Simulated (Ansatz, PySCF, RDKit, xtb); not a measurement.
# C2H5FGeO: ranking a sample of isomers, part 1 of 2

A sample of isomers of C2H5FGeO is drawn. Aim: find which of them has the lowest free energy at 298.15 K, then its properties. The sample is small against all isomers, and the most stable one of this formula need not be in it.

Plan: many cheap relaxations first (GFN2-xTB), then density-functional screening, relaxation at B3LYP/def2-SVP, vibrations (at GFN2-xTB) and a final energy. The numbers are computed, not measured.

## (1) Drawing up candidates

Isomers were taken from a list of plausible structures; this is a sample, not all of them. That gives 3 candidates.

| label | SMILES | spin |
| --- | --- | --- |
| c025 | F[C@@H]1O[C@@H]1[GeH3] | singlet |
| c034 | F[C@@]1([GeH3])CO1 | singlet |
| c181 | F[C@@H]1O[C@H]1[GeH3] | singlet |

Candidates are built by distance geometry, with a force field where one applies, in up to four conformers (letters a to d).

## (2) Search with GFN2-xTB

All 3 starts are relaxed the same way. One of them, c025a (taken from a list of positional isomers, embedded by distance geometry and UFF), in full:

Input file start.xyz:

```xyz
10
c025a
C     -0.802587    -2.462610     0.509513
C      0.488842    -2.116394    -0.068244
F     -1.954709    -1.925213    -0.005553
Ge     0.401480    -0.751335    -1.539362
O     -0.045484    -1.498568     1.139884
H     -0.887766    -3.443103     1.091547
H      1.340747    -2.741128     0.076539
H      1.744632     0.050007    -1.488912
H      0.260150    -1.442301    -2.884554
H     -0.780923     0.262448    -1.302573
```

Started as:

```bash
xtb start.xyz --gfn 2 --opt
```

Standard output (excerpt; [...] marks lines left out):

```text
* xtb version 6.7.1
[...]
          :  # basis functions                  31          :
[...]
          :  # electrons                        30          :
[...]
          :  Hamiltonian                  GFN2-xTB          :
[...]
          :  net charge                          0          :
          :  unpaired electrons                  0          :
[...]
   *** convergence criteria satisfied after 11 iterations ***
[...]
   *** GEOMETRY OPTIMIZATION CONVERGED AFTER 21 ITERATIONS ***
[...]
   *** convergence criteria satisfied after 3 iterations ***
[...]
         ::                     SUMMARY                     ::
         :::::::::::::::::::::::::::::::::::::::::::::::::::::
         :: total energy             -17.518837966295 Eh    ::
         :: gradient norm              0.000869523226 Eh/a0 ::
         :: HOMO-LUMO gap              7.513502570508 eV    ::
         ::.................................................::
         :: SCC energy               -17.630509538534 Eh    ::
         :: -> isotropic ES            0.027887365235 Eh    ::
         :: -> anisotropic ES         -0.000308998807 Eh    ::
         :: -> anisotropic XC         -0.004589410458 Eh    ::
         :: -> dispersion             -0.005196453986 Eh    ::
         :: repulsion energy           0.111671572239 Eh    ::
         :: add. restraining           0.000000000000 Eh    ::
         :: total charge               0.000000000000 e     ::
         :::::::::::::::::::::::::::::::::::::::::::::::::::::
[...]
        15        2.0000           -0.4305612             -11.7162 (HOMO)
        16                         -0.1544451              -4.2027 (LUMO)
[...]
     #   Z          covCN         q      C6AA      α(0)
     1   6 C        3.574     0.274    17.070     6.007
     2   6 C        3.641     0.028    20.448     6.502
     3   9 F        0.788    -0.213    11.369     3.983
     4  32 Ge       3.749     0.097   169.819    23.392
     5   8 O        1.707    -0.304    19.068     5.896
     6   1 H        0.925     0.045     2.377     2.411
     7   1 H        0.925     0.035     2.511     2.478
     8   1 H        0.939     0.001     3.036     2.724
     9   1 H        0.940     0.007     2.929     2.676
    10   1 H        0.941     0.029     2.599     2.520
[...]
     #   Z sym  total        # sym  WBO       # sym  WBO       # sym  WBO
 ---------------------------------------------------------------------------
     1   6 C    3.853 --     5 O    1.003     2 C    0.983     6 H    0.953
                             3 F    0.921
     2   6 C    3.841 --     1 C    0.983     7 H    0.969     5 O    0.910
                             4 Ge   0.831
     3   9 F    1.107 --     1 C    0.921
     4  32 Ge   3.554 --    10 H    0.863     8 H    0.862     9 H    0.862
                             2 C    0.831
     5   8 O    2.054 --     1 C    1.003     2 C    0.910
     6   1 H    0.998 --     1 C    0.953
     7   1 H    0.999 --     2 C    0.969
     8   1 H    1.000 --     4 Ge   0.862
     9   1 H    1.000 --     4 Ge   0.862
    10   1 H    0.999 --     4 Ge   0.863
[...]
molecular dipole:
                 x           y           z       tot (Debye)
 q only:        0.587      -0.252      -0.550
   full:        0.619      -0.599      -0.098       2.204
molecular quadrupole (traceless):
[...]
          | TOTAL ENERGY              -17.518837966295 Eh   |
          | GRADIENT NORM               0.000869523226 Eh/α |
          | HOMO-LUMO GAP               7.513502570508 eV   |
           -------------------------------------------------
[...]
```

Run time: 1.1 s. Hardware: 2 threads of Intel Xeon at 2.50GHz (Skylake/Cascade Lake), shared host.

## (3) What the search left

3 of the 3 relaxations converged. 3 distinct structures remain:

| label | start | SMILES after | spin | energy (kcal/mol) |
| --- | --- | --- | --- | --- |
| c025a | drawn | F[C@@H]1O[C@@H]1[GeH3] | singlet | 0.0 |
| c034a | drawn | F[C@@]1([GeH3])CO1 | singlet | 1.2 |
| c181a | drawn | F[C@@H]1O[C@H]1[GeH3] | singlet | 2.8 |

## (4) Second filter: single points

A choice of the minima (the low ones first, few conformers of a pattern, up to a cap) and the lowest that fell apart get a single point at r2SCAN-D4/def2-SVP on the tight-binding geometry, and one at HF/STO-3G for comparison. The lowest singlets are also tried as triplets at the same geometry (label ending in t). The first, c025a:

Input file input.yaml:

```yaml
crystal:
  periodic: [false, false, false]
  atoms:
    - {symbol: C, position_ang: [-0.753203, -2.526483, 0.425490]}
    - {symbol: C, position_ang: [0.521060, -1.923446, 0.075767]}
    - {symbol: F, position_ang: [-1.786694, -2.219801, -0.413131]}
    - {symbol: Ge, position_ang: [0.406617, -0.708254, -1.466686]}
    - {symbol: O, position_ang: [-0.288323, -1.493364, 1.165906]}
    - {symbol: H, position_ang: [-0.907873, -3.494366, 0.888371]}
    - {symbol: H, position_ang: [1.425693, -2.437168, 0.382005]}
    - {symbol: H, position_ang: [1.755272, -0.127524, -1.741163]}
    - {symbol: H, position_ang: [-0.033212, -1.489392, -2.658291]}
    - {symbol: H, position_ang: [-0.574954, 0.351601, -1.129984]}
basis:
  gaussian: {orbitals: def2-SVP}
scf: {lower_state_search: off}
hamiltonian: {xc: {name: r2SCAN}, dispersion: d4}
total_charge: 0
output: {orbitals: {seedname: orbitals}}
```

Started as:

```bash
ansatz run input.yaml --threads 2 --pin off --max-ram 5220MiB --events-out events.jsonl --progress --plain --runs-dir runs
```

Standard output (excerpt; [...] marks lines left out):

```text
Warning: RAYON_NUM_THREADS=2 ignored (pool sized by the plan → 2); use --threads N
Functional definition: r2SCAN
  name "r2SCAN"
[...]
1248 factors; their error is unknown
[...]
mean field -63419.87504763 eV, -2330.6374204652 hartree, gradient 3.0e-6 eV, S^2 0.000000; 0 other end points of the search recorded, 0 dependent functions left out
reference -63419.87505705 eV, -2330.6374208112 hartree; 33, 33 occupied and 80, 80 virtual orbitals, 1248 factors
Total energy: -63419.92139736 eV, -2330.6391237865 hartree
Checks for a lower state left out: stability, starts, cluster_reference, orbital_swaps, neighbouring_geometries, increment
```

Run time: 5.7 s. Hardware: 2 threads of Intel Xeon at 2.50GHz (Skylake/Cascade Lake), shared host; peak memory 0.15 GiB.

Relative energies in kcal/mol, each column from its lowest structure that stays in one piece:

| label | SMILES | spin | GFN2-xTB | HF/STO-3G | r2SCAN-D4/def2-SVP |
| --- | --- | --- | --- | --- | --- |
| c181a | F[C@@H]1O[C@H]1[GeH3] | singlet | 2.8 | 1.1 | 0.0 |
| c034a | F[C@@]1([GeH3])CO1 | singlet | 1.2 | 0.0 | 0.4 |
| c025a | F[C@@H]1O[C@@H]1[GeH3] | singlet | 0.0 | 3.0 | 0.5 |
| c181at | F[C@@H]1O[C@H]1[GeH3] | triplet | – | – | 162.6 |
| c034at | F[C@@]1([GeH3])CO1 | triplet | – | – | 169.3 |

## (5) Third filter: density-functional geometries

3 candidates are relaxed at B3LYP/def2-SVP (chosen among the lowest in one piece). The first, c181a:

Input file input.yaml:

```yaml
crystal:
  periodic: [false, false, false]
  atoms:
    - symbol: C
      position_ang: [0.589447, -0.461887, -1.204023]
    - symbol: C
      position_ang: [0.109899, -1.093510, 0.018457]
    - symbol: F
      position_ang: [1.514867, 0.521225, -1.105001]
    - symbol: Ge
      position_ang: [-0.597835, -2.919077, -0.032769]
    - symbol: O
      position_ang: [-0.653140, -0.161955, -0.741486]
    - symbol: H
      position_ang: [0.687925, -0.977274, -2.154880]
    - symbol: H
      position_ang: [0.496077, -0.672570, 0.943315]
    - symbol: H
      position_ang: [0.455494, -3.883305, 0.402038]
    - symbol: H
      position_ang: [-1.022408, -3.209928, -1.430469]
    - symbol: H
      position_ang: [-1.770917, -3.025422, 0.877095]
basis:
  gaussian: {orbitals: def2-SVP}
hamiltonian: {xc: {name: B3LYP}}
scf: {lower_state_search: "off"}
relax: {f_tol: 0.006}
```

Started as:

```bash
ansatz run input.yaml --threads 2 --pin off --max-ram 5220MiB --events-out events.jsonl --progress --plain --runs-dir runs
```

Standard output (excerpt; [...] marks lines left out):

```text
Warning: RAYON_NUM_THREADS=2 ignored (pool sized by the plan → 2); use --threads N
[...]
Functional definition: B3LYP
  name "B3LYP"
[...]
1231 factors; integrals over basis functions are off by at most 3.0e-4 eV
[...]
mean field -63424.67542858 eV, -2330.8138312114 hartree, gradient 6.0e-6 eV, S^2 0.000000; 0 other end points of the search recorded, 0 dependent functions left out
[...]
reference -63424.67566285 eV, -2330.8138398206 hartree; 33, 33 occupied and 80, 80 virtual orbitals, 1231 factors
relax step   1: F+E_penalty+E_count = -63424.67542858 eV  Δ(F+E_penalty+E_count) = +0.000e0 eV  max|allowed force component| = 1.056e0 eV/Å  Δτ_max = 0.0000 Å  (14 SCF iters, accepted)
[...]
relax step   3: F+E_penalty+E_count = -63424.79394135 eV  Δ(F+E_penalty+E_count) = -1.144e-2 eV  max|allowed force component| = 1.386e-1 eV/Å  Δτ_max = 0.0525 Å  (20 SCF iters, accepted)
[...]
Atom 1 at     0.146544    -1.123537    -0.009103 Å, force    -0.000080     0.000109     0.000203 eV/Å
Atom 2 at     1.520404     0.550984    -1.114787 Å, force     0.000351    -0.000052    -0.000020 eV/Å
Atom 3 at    -0.599076    -2.948476    -0.020443 Å, force     0.000582     0.000635     0.000157 eV/Å
Atom 4 at    -0.654037    -0.101971    -0.684184 Å, force     0.000153    -0.000248    -0.000072 eV/Å
Atom 5 at     0.595126    -0.862625    -2.221195 Å, force     0.000442     0.000322     0.000103 eV/Å
Atom 6 at     0.599357    -0.758265     0.923874 Å, force    -0.000018    -0.000288    -0.000258 eV/Å
Atom 7 at     0.438664    -3.930941     0.558696 Å, force    -0.000055     0.000101    -0.000149 eV/Å
Atom 8 at    -0.933323    -3.323512    -1.476649 Å, force    -0.000223    -0.000293     0.000063 eV/Å
Atom 9 at    -1.878997    -2.973032     0.834675 Å, force    -0.000059     0.000050    -0.000145 eV/Å
Dipole moment:     0.083840    -0.401657     0.026554 e Å
Checks for a lower state left out: stability, starts, cluster_reference, orbital_swaps, neighbouring_geometries, increment
```

Run time: 1.9 min. Hardware: 2 threads of Intel Xeon at 2.50GHz (Skylake/Cascade Lake), shared host; peak memory 0.25 GiB.

Energy change by step (eV): 0.0000, -0.1071, -0.1185, -0.1201, -0.1213, -0.1216, -0.1218, -0.1219, -0.1219, -0.1219, -0.1219.

After the run. Bond lengths: C1–C2 1.467 Å, C1–F3 1.354 Å, C2–Ge4 1.971 Å, C1–O5 1.375 Å, C2–O5 1.463 Å, C1–H6 1.099 Å, C2–H7 1.100 Å, Ge4–H8 1.542 Å, Ge4–H9 1.540 Å, Ge4–H10 1.539 Å. Some angles: C1–C2–Ge4 123.7°, C1–C2–O5 56.0°, Ge4–C2–O5 115.9°, C2–C1–F3 119.1°, C2–C1–O5 61.9°, F3–C1–O5 115.7°, C1–O5–C2 62.2°, C1–C2–H7 114.7°, Ge4–C2–H7 117.9°, O5–C2–H7 112.6°.

## (6) After refinement

| label | spin | r2SCAN-D4/def2-SVP (kcal/mol) | B3LYP/def2-SVP, relaxed (kcal/mol) | time |
| --- | --- | --- | --- | --- |
| c025a | singlet | 0.5 | 0.0 | 2.7 min |
| c181a | singlet | 0.0 | 0.6 | 1.9 min |
| c034a | singlet | 0.4 | 1.4 | 81 s |

c025a: Bond lengths: C1–C2 1.464 Å, C1–F3 1.358 Å, C2–Ge4 1.977 Å, C1–O5 1.374 Å, C2–O5 1.465 Å, C1–H6 1.099 Å, C2–H7 1.100 Å, Ge4–H8 1.541 Å, Ge4–H9 1.543 Å, Ge4–H10 1.534 Å. Some angles: C1–C2–Ge4 122.1°, C1–C2–O5 56.0°, Ge4–C2–O5 116.4°, C2–C1–F3 119.3°, C2–C1–O5 62.0°, F3–C1–O5 116.1°, C1–O5–C2 62.0°, C1–C2–H7 117.3°, Ge4–C2–H7 116.7°, O5–C2–H7 113.2°.

c181a: Bond lengths: C1–C2 1.467 Å, C1–F3 1.354 Å, C2–Ge4 1.971 Å, C1–O5 1.375 Å, C2–O5 1.463 Å, C1–H6 1.099 Å, C2–H7 1.100 Å, Ge4–H8 1.542 Å, Ge4–H9 1.540 Å, Ge4–H10 1.539 Å. Some angles: C1–C2–Ge4 123.7°, C1–C2–O5 56.0°, Ge4–C2–O5 115.9°, C2–C1–F3 119.1°, C2–C1–O5 61.9°, F3–C1–O5 115.7°, C1–O5–C2 62.2°, C1–C2–H7 114.7°, Ge4–C2–H7 117.9°, O5–C2–H7 112.6°.

c034a: Bond lengths: C1–C2 1.469 Å, C1–F3 1.370 Å, C1–Ge4 1.982 Å, C1–O5 1.389 Å, C2–O5 1.438 Å, Ge4–H6 1.539 Å, Ge4–H7 1.539 Å, Ge4–H8 1.538 Å, C2–H9 1.098 Å, C2–H10 1.097 Å. Some angles: C1–C2–O5 57.1°, C2–C1–F3 116.3°, C2–C1–Ge4 126.8°, C2–C1–O5 60.3°, F3–C1–Ge4 111.7°, F3–C1–O5 113.9°, Ge4–C1–O5 117.7°, C1–O5–C2 62.6°, C1–C2–H9 121.3°, C1–C2–H10 117.6°.

## (7) Harmonic analysis of the finalists

The lowest few in one piece go on as finalists. In this search the thermal terms come from GFN2-xTB at its own nearest minimum. The first, c025a:

Input file start.xyz:

```xyz
10
c025a
C     -0.810107    -2.506818     0.533298
C      0.433137    -2.000585    -0.050962
F     -1.998987    -2.124520    -0.001224
Ge     0.441350    -0.688662    -1.529294
O     -0.119766    -1.540661     1.225255
H     -0.906404    -3.496593     1.001100
H      1.334727    -2.620607     0.065536
H      1.757320     0.109740    -1.446671
H      0.395269    -1.453796    -2.868049
H     -0.762156     0.254306    -1.400704
```

Started as:

```bash
xtb start.xyz --gfn 2 --ohess tight
```

Standard output (excerpt; [...] marks lines left out):

```text
* xtb version 6.7.1
[...]
          :  # basis functions                  31          :
[...]
          :  # electrons                        30          :
[...]
          :  Hamiltonian                  GFN2-xTB          :
[...]
          :  net charge                          0          :
          :  unpaired electrons                  0          :
[...]
   *** convergence criteria satisfied after 11 iterations ***
[...]
   *** GEOMETRY OPTIMIZATION CONVERGED AFTER 22 ITERATIONS ***
[...]
   *** convergence criteria satisfied after 3 iterations ***
[...]
         ::                     SUMMARY                     ::
         :::::::::::::::::::::::::::::::::::::::::::::::::::::
         :: total energy             -17.518839274708 Eh    ::
         :: gradient norm              0.000124940280 Eh/a0 ::
         :: HOMO-LUMO gap              7.511376456631 eV    ::
         ::.................................................::
         :: SCC energy               -17.630279030070 Eh    ::
         :: -> isotropic ES            0.027874086151 Eh    ::
         :: -> anisotropic ES         -0.000303952345 Eh    ::
         :: -> anisotropic XC         -0.004561028050 Eh    ::
         :: -> dispersion             -0.005196599291 Eh    ::
         :: repulsion energy           0.111439755362 Eh    ::
         :: add. restraining           0.000000000000 Eh    ::
         :: total charge               0.000000000000 e     ::
         :::::::::::::::::::::::::::::::::::::::::::::::::::::
[...]
        15        2.0000           -0.4305666             -11.7163 (HOMO)
        16                         -0.1545288              -4.2049 (LUMO)
[...]
molecular dipole:
                 x           y           z       tot (Debye)
 q only:        0.619      -0.232      -0.521
   full:        0.647      -0.572      -0.064       2.201
molecular quadrupole (traceless):
[...]
          | TOTAL ENERGY              -17.518839274709 Eh   |
          | TOTAL ENTHALPY            -17.450732876732 Eh   |
          | TOTAL FREE ENERGY         -17.488697310301 Eh   |
          | GRADIENT NORM               0.000124858180 Eh/α |
[...]
```

Run time: 1.2 s. Hardware: 2 threads of Intel Xeon at 2.50GHz (Skylake/Cascade Lake), shared host; peak memory 0.11 GiB.

## (8) Zero-point energy and free-energy terms

As xtb prints them, at 298.15 K, with its own treatment of low modes:

| label | SMILES | spin | lowest mode (cm⁻¹) | zero-point (kcal/mol) | G − E (kcal/mol) |
| --- | --- | --- | --- | --- | --- |
| c025a | F[C@@H]1O[C@@H]1[GeH3] | singlet | 110 | 38.2 | 18.9 |
| c181a | F[C@@H]1O[C@H]1[GeH3] | singlet | 71 | 38.0 | 18.4 |
| c034a | F[C@@]1([GeH3])CO1 | singlet | 74 | 37.9 | 18.3 |

## (9) Energies at the top level

Single points at CCSD(T)/def2-SVP + MP2/def2-TZVPP - MP2/def2-SVP on the refined geometries decide the order.

c025a, CCSD(T)/def2-SVP:

Input file input.yaml:

```yaml
crystal:
  periodic: [false, false, false]
  atoms:
    - {symbol: C, position_ang: [-0.810107, -2.506818, 0.533298]}
    - {symbol: C, position_ang: [0.433137, -2.000585, -0.050962]}
    - {symbol: F, position_ang: [-1.998987, -2.124520, -0.001224]}
    - {symbol: Ge, position_ang: [0.441350, -0.688662, -1.529294]}
    - {symbol: O, position_ang: [-0.119766, -1.540661, 1.225255]}
    - {symbol: H, position_ang: [-0.906404, -3.496593, 1.001100]}
    - {symbol: H, position_ang: [1.334727, -2.620607, 0.065536]}
    - {symbol: H, position_ang: [1.757320, 0.109740, -1.446671]}
    - {symbol: H, position_ang: [0.395269, -1.453796, -2.868049]}
    - {symbol: H, position_ang: [-0.762156, 0.254306, -1.400704]}
basis:
  gaussian:
    orbitals: def2-SVP
correlation:
  method: ccsd_t
  frozen_orbitals: {C: 1, F: 1, H: 0, Ge: 9, O: 1}
```

Started as:

```bash
ansatz run input.yaml --threads 2 --pin off --max-ram 5220MiB --events-out events.jsonl --progress --plain --runs-dir runs
```

Standard output (excerpt; [...] marks lines left out):

```text
Warning: RAYON_NUM_THREADS=2 ignored (pool sized by the plan → 2); use --threads N
Functional definition: HF
  name "HF"
[...]
1121 factors; integrals over basis functions are off by at most 1.5e-3 eV
[...]
mean field -63342.29133995 eV, -2327.7862717959 hartree, gradient 6.8e-7 eV, S^2 0.000000; 0 other end points of the search recorded, 0 dependent functions left out
13 core orbitals not correlated: weight in the atoms' cores, before any rotation towards them, 1.000 or more for the frozen orbitals, at most 0.000 for the correlated occupied ones
reference -63342.29133995 eV, -2327.7862717959 hartree; 20, 20 occupied and 80, 80 virtual orbitals, 1121 factors
second order -23.65785492 eV of doubles, -0.00000000 eV of singles
cycle   1  -23.65034097 eV  change    7.5e-3 eV  update   1.2e-1
[...]
cycle   9  -24.46945042 eV  change   -3.3e-5 eV  update   2.2e-5
perturbative correction -0.69414465 eV, -0.0255093455 hartree
Total energy: -63367.45493502 eV, -2328.7110168584 hartree
```

It took 42 s on 2 threads of Intel Xeon at 2.50GHz (Skylake/Cascade Lake), shared host; peak memory 0.61 GiB.

## (10) c025a at MP2/def2-TZVPP

input.yaml, as its differences from that of step 9:

```diff
@@ -1 +1,4 @@
+basis:
+  gaussian:
+    orbitals: def2-TZVPP
 crystal:
@@ -13,7 +16,4 @@
     - {symbol: H, position_ang: [-0.762156, 0.254306, -1.400704]}
-basis:
-  gaussian:
-    orbitals: def2-SVP
 correlation:
-  method: ccsd_t
+  method: mp2
   frozen_orbitals: {C: 1, F: 1, H: 0, Ge: 9, O: 1}
```

Started as:

```bash
ansatz run input.yaml --threads 2 --pin off --max-ram 5220MiB --events-out events.jsonl --progress --plain --runs-dir runs
```

Standard output:

```text
Warning: RAYON_NUM_THREADS=2 ignored (pool sized by the plan → 2); use --threads N
Functional definition: HF
  name "HF"
  exchange = exact_x
  correlation = 0
1507 factors; integrals over basis functions are off by at most 1.0e-3 eV
mean field evaluation 1: about -63354.5833 eV, gradient 3.5e1 eV
mean field evaluation 2: about -63354.8472 eV, gradient 3.5e1 eV
mean field evaluation 4: about -63357.7239 eV, gradient 4.5e0 eV
mean field evaluation 8: about -63357.7874 eV, gradient 3.7e-1 eV
mean field -63357.78791137 eV, -2328.3557602917 hartree, gradient 3.2e-6 eV, S^2 0.000000; 0 other end points of the search recorded, 0 dependent functions left out
13 core orbitals not correlated: weight in the atoms' cores, before any rotation towards them, 1.000 or more for the frozen orbitals, at most 0.000 for the correlated occupied ones
reference -63357.78791137 eV, -2328.3557602917 hartree; 20, 20 occupied and 209, 209 virtual orbitals, 1507 factors
second order -29.15813562 eV of doubles, -0.00000000 eV of singles
Total energy: -63386.94604699 eV, -2329.4273020118 hartree
```

Wall time 28 s (2 threads of Intel Xeon at 2.50GHz (Skylake/Cascade Lake), shared host); peak memory 0.62 GiB.

(Continued in part 2 of 2.)
